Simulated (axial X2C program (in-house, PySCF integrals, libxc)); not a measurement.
# A two-component session on SbP: properties at the nuclei

Aim: properties at the nuclei of SbP, with spin–orbit coupling in the Hamiltonian from the start.

The runs use an in-house X2C program for linear molecules on PySCF integrals; two-component X2C with atomic mean-field terms, Sb dyall-cv3z, P dyall-v3z.

All values are calculated.

### 1 Set-up

File task.json:

```json
{"zs": [51, 15], "q": 0, "bas": ["dyall-cv3z", "dyall-v3z"], "r0": 2.35, "levels": ["PBE0", "HF", "PBE", "BHandHLYP", "BP86"], "nst": 3}
```

Keys: zs atomic numbers; q charge; bas basis sets; r0 starting distance in Å; levels methods (HF also brings MP2); nst determinants followed.

Run with:

```sh
python soeom.py task.json out
```

Nuclei are Gaussian, cores are contracted, and the Gaunt term is on.

### 2 Expectation values, lowest determinant

R = 2.192 Å. State: Ω = 0 (closed shell).

Output of the PBE0 run:

```text
two-component X2C + atomic mean field  PBE0
basis functions 170  fitting functions 942  grid points 5080
iter        total energy     max residual
   1      -6819.788336852     1.45e-05
   2      -6819.788336852     4.48e-06
converged
one-electron -9734.58490651  Coulomb 2928.82920523  exact exchange -47.97108914  xc functional -146.91955168  nuclear repulsion 184.68091531  atomic mean-field constant -3.82291007
```

The highest occupied spinor is 53% P p, 42% Sb p, 3% Sb d.

| level | qzz Sb (a.u.) | qzz P (a.u.) | μ (D) |
| --- | --- | --- | --- |
| PBE0 | -5.47 | -1.24 | -1.56 |
| HF | -6.31 | -1.51 | -1.69 |
| PBE | -5.10 | -1.17 | -1.48 |
| BHandHLYP | -5.68 | -1.38 | -1.58 |
| BP86 | -5.04 | -1.19 | -1.43 |

Eeff is the effective electric field on the electron dipole moment in this Ω state and Ws the scalar–pseudoscalar constant (defined with the proton number Z and per Ω); A∥ is the parallel hyperfine constant, which follows by multiplying with the nuclear g factor gI = μI/(I μN); qzz is the electric field gradient, eQq0 = 234.96 MHz × Q/barn × qzz; μ is positive if P is the positive end. The operators were transformed with the bare-nucleus X2C matrices.

### 3 Expectation values, a higher determinant

R = 2.192 Å. State: Ω = 1 (excess of +ω over −ω: ω = -1/2, ω = 3/2), 2.02 eV above the lowest in the PBE0 search for states (made at or near this distance, with looser thresholds).

Output of the PBE0 run:

```text
two-component X2C + atomic mean field  PBE0
basis functions 170  fitting functions 942  grid points 5080
iter        total energy     max residual
   1      -6819.713988765     2.62e-05
   2      -6819.713988765     5.00e-06
converged
one-electron -9734.51453141  Coulomb 2928.87475182  exact exchange -47.98922922  xc functional -146.94298520  nuclear repulsion 184.68091531  atomic mean-field constant -3.82291007
```

The highest occupied spinor is 53% Sb p, 36% P p, 5% Sb d.

| level | Eeff magnitude (GV/cm) | Ws magnitude Sb (kHz) | A∥/gI Sb (MHz) | qzz Sb (a.u.) | A∥/gI P (MHz) | qzz P (a.u.) | μ (D) |
| --- | --- | --- | --- | --- | --- | --- | --- |
| PBE0 | 0.195 | 0.0776 | -591 | -4.49 | -89.7 | -1.13 | -1.06 |
| HF | 0.124 | 0.17 | -369 | -4.76 | -80.5 | -1.22 | -0.87 |
| PBE | 0.335 | 0.168 | -594 | -4.26 | -88.2 | -1.11 | -1.01 |
| BHandHLYP | 0.257 | 0.105 | -517 | -4.65 | -80.3 | -1.18 | -1.08 |
| BP86 | 0.341 | 0.173 | -580 | -4.23 | -81.8 | -1.12 | -0.98 |

### 4 Expectation values, a higher determinant

R = 2.192 Å. State: Ω = 1 (excess of +ω over −ω: 2 × ω = 1/2), 2.21 eV above the lowest in the PBE0 search for states (made at or near this distance, with looser thresholds).

Output of the PBE0 run:

```text
two-component X2C + atomic mean field  PBE0
basis functions 170  fitting functions 942  grid points 5080
iter        total energy     max residual
   1      -6819.707295442     3.71e-05
   2      -6819.707295448     8.94e-06
converged
one-electron -9734.32759842  Coulomb 2928.68922483  exact exchange -47.98773758  xc functional -146.93918952  nuclear repulsion 184.68091531  atomic mean-field constant -3.82291007
```

The highest occupied spinor is 50% Sb p, 39% P p, 6% Sb d.

| level | Eeff magnitude (GV/cm) | Ws magnitude Sb (kHz) | A∥/gI Sb (MHz) | qzz Sb (a.u.) | A∥/gI P (MHz) | qzz P (a.u.) | μ (D) |
| --- | --- | --- | --- | --- | --- | --- | --- |
| PBE0 | 2.24 | 1.26 | 1600 | -4.86 | 436 | -0.96 | -1.22 |
| HF | 3.3 | 1.83 | 1710 | -5.55 | 287 | -1.06 | -1.16 |
| PBE | 2.26 | 1.27 | 1590 | -4.49 | 451 | -0.93 | -1.14 |
| BHandHLYP | 2.78 | 1.57 | 1540 | -5.04 | 414 | -0.99 | -1.26 |
| BP86 | 2.33 | 1.31 | 1570 | -4.41 | 449 | -0.92 | -1.11 |

### 5 What came out

| quantity | value |
| --- | --- |
| lowest determinant | Ω = 0 (closed shell) |
| qzz Sb (a.u.), PBE0 | -5.47 |
| qzz P (a.u.), PBE0 | -1.24 |
| μ (D), PBE0 | -1.56 |
| higher determinant | Ω = 1 (excess of +ω over −ω: ω = -1/2, ω = 3/2) |
| Eeff magnitude (GV/cm), PBE0, higher determinant | 0.195 |
| Ws magnitude Sb (kHz), PBE0, higher determinant | 0.0776 |
| A∥/gI Sb (MHz), PBE0, higher determinant | -591 |
| qzz Sb (a.u.), PBE0, higher determinant | -4.49 |
| higher determinant | Ω = 1 (excess of +ω over −ω: 2 × ω = 1/2) |
| Eeff magnitude (GV/cm), PBE0, higher determinant | 2.24 |
| Ws magnitude Sb (kHz), PBE0, higher determinant | 1.26 |
| A∥/gI Sb (MHz), PBE0, higher determinant | 1600 |
| qzz Sb (a.u.), PBE0, higher determinant | -4.86 |

In words: The expectation values come from single determinants, which for open shells can mix terms of unlike spin or miss the lowest Ω, so a determinant need not be a state. Eeff is the effective electric field on the electron dipole moment in this Ω state and Ws the scalar–pseudoscalar constant (defined with the proton number Z and per Ω); A∥ is the parallel hyperfine constant, which follows by multiplying with the nuclear g factor gI = μI/(I μN); qzz is the electric field gradient, eQq0 = 234.96 MHz × Q/barn × qzz; μ is positive if P is the positive end. The operators were transformed with the bare-nucleus X2C matrices.
